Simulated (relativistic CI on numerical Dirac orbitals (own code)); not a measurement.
**Lu⁺ (5d2) in crystal fields: levels and magnetism**

Aim: the levels, ground state and powder susceptibility of Lu⁺ in 6 parametric crystal fields.

Program: relativistic CI on numerical Dirac orbitals (own code) version 1. Level of theory: Dirac-Coulomb-Breit CI, KLI orbitals optimised for each configuration, model QED (radiative potential, 1s self-energy scaled to tabulated hydrogen-like ionisation energies), valence Slater integrals scaled by 0.9, one configuration in a parametric crystal field. These are calculated values, not measurements, unless marked.

**1. The atom as given**

- ion: Lu⁺ (Lu II)
- nuclear charge: 71
- electrons: 70
- open shell: 5d2
- Slater scale: 0.9
- field 1 (cm⁻¹): D4h, 10Dq = 12550, Ds = -1500, Dt = -560
- field 2 (cm⁻¹): D4h, 10Dq = 12550, Ds = -1090, Dt = -560
- field 3 (cm⁻¹): D4h, 10Dq = 12550, Ds = -680, Dt = -560
- field 4 (cm⁻¹): D4h, 10Dq = 12550, Ds = -270, Dt = -560
- field 5 (cm⁻¹): D4h, 10Dq = 12550, Ds = 140, Dt = -560
- field 6 (cm⁻¹): D4h, 10Dq = 12550, Ds = 550, Dt = -560

Outer shells as boxes (Hund's rule):

[Xe] 4f14 5d2
```
[Xe] core
4f [↑↓][↑↓][↑↓][↑↓][↑↓][↑↓][↑↓]
5d [↑ ][↑ ][  ][  ][  ]
```

**2. Field 1: D4h, 10Dq = 12550, Ds = -1500, Dt = -560**

Settings of the run:

```ini
atom Lu  Z=71  charge=1  electrons=70
nucleus A=175  rms_radius_fm=5.3700
hamiltonian dirac-coulomb  breit=on  qed=on  c_scale=1
orbitals kli  potential=per-configuration
slater_scale 0.9
correlation none
mixing on
configurations
  [Xe] 4f14 5d2
end
crystal_field D4h 10Dq=12550 Ds=-1500 Dt=-560
```

**3. Field 2: D4h, 10Dq = 12550, Ds = -1090, Dt = -560**

Changes to the settings of step 2:

```diff
@@ -10,2 +10,2 @@
 end
-crystal_field D4h 10Dq=12550 Ds=-1500 Dt=-560
+crystal_field D4h 10Dq=12550 Ds=-1090 Dt=-560
```

**4. Field 3: D4h, 10Dq = 12550, Ds = -680, Dt = -560**

Changes to the settings of step 3:

```diff
@@ -10,2 +10,2 @@
 end
-crystal_field D4h 10Dq=12550 Ds=-1090 Dt=-560
+crystal_field D4h 10Dq=12550 Ds=-680 Dt=-560
```

**5. Field 4: D4h, 10Dq = 12550, Ds = -270, Dt = -560**

Changes to the settings of step 4:

```diff
@@ -10,2 +10,2 @@
 end
-crystal_field D4h 10Dq=12550 Ds=-680 Dt=-560
+crystal_field D4h 10Dq=12550 Ds=-270 Dt=-560
```

**6. Field 5: D4h, 10Dq = 12550, Ds = 140, Dt = -560**

Changes to the settings of step 5:

```diff
@@ -10,2 +10,2 @@
 end
-crystal_field D4h 10Dq=12550 Ds=-270 Dt=-560
+crystal_field D4h 10Dq=12550 Ds=140 Dt=-560
```

**7. Field 6: D4h, 10Dq = 12550, Ds = 550, Dt = -560**

Changes to the settings of step 6:

```diff
@@ -10,2 +10,2 @@
 end
-crystal_field D4h 10Dq=12550 Ds=140 Dt=-560
+crystal_field D4h 10Dq=12550 Ds=550 Dt=-560
```

(Steps that only read results are left out.)

**Question.** What will these runs give? Wanted: ground spin.

The runs gave:

| field | ground state | degeneracy | S | J | first gap (cm⁻¹) | stabilisation (cm⁻¹) | χT at 2 K | χT at 300 K |
| --- | --- | --- | --- | --- | --- | --- | --- | --- |
| 1: D4h | B1 | 1 | 1.00 | 2.64 | 18 | -11471 | 0.008 | 0.512 |
| 2: D4h | B1 | 1 | 1.00 | 2.65 | 20 | -11077 | 0.007 | 0.469 |
| 3: D4h | A1 | 1 | 1.00 | 2.77 | 76 | -11283 | 0.013 | 0.593 |
| 4: D4h | A1 | 1 | 1.00 | 2.87 | 62 | -11974 | 0.025 | 0.752 |
| 5: D4h | A1 | 1 | 1.00 | 2.91 | 50 | -12725 | 0.036 | 0.816 |
| 6: D4h | A1 | 1 | 1.00 | 2.93 | 43 | -13498 | 0.046 | 0.848 |

χT is in cm³ K/mol; stabilisation counts from the free ion's lowest level; S and J come from the expectation values of their squares.

```
                           quantity                                                 value
ground spin (effective S from ⟨S²⟩)  1: 1.00, 2: 1.00, 3: 1.00, 4: 1.00, 5: 1.00, 6: 1.00
                        χT at 300 K                                0.47 to 0.85 cm³ K/mol
```

**Reading.** All fields leave the ground state at S = 1. Fields 1, 2, 3, 4, 5, 6 leave a non-degenerate ground state well apart, so χT falls towards zero on cooling. The field is a set of parameters, without covalency or charge transfer.
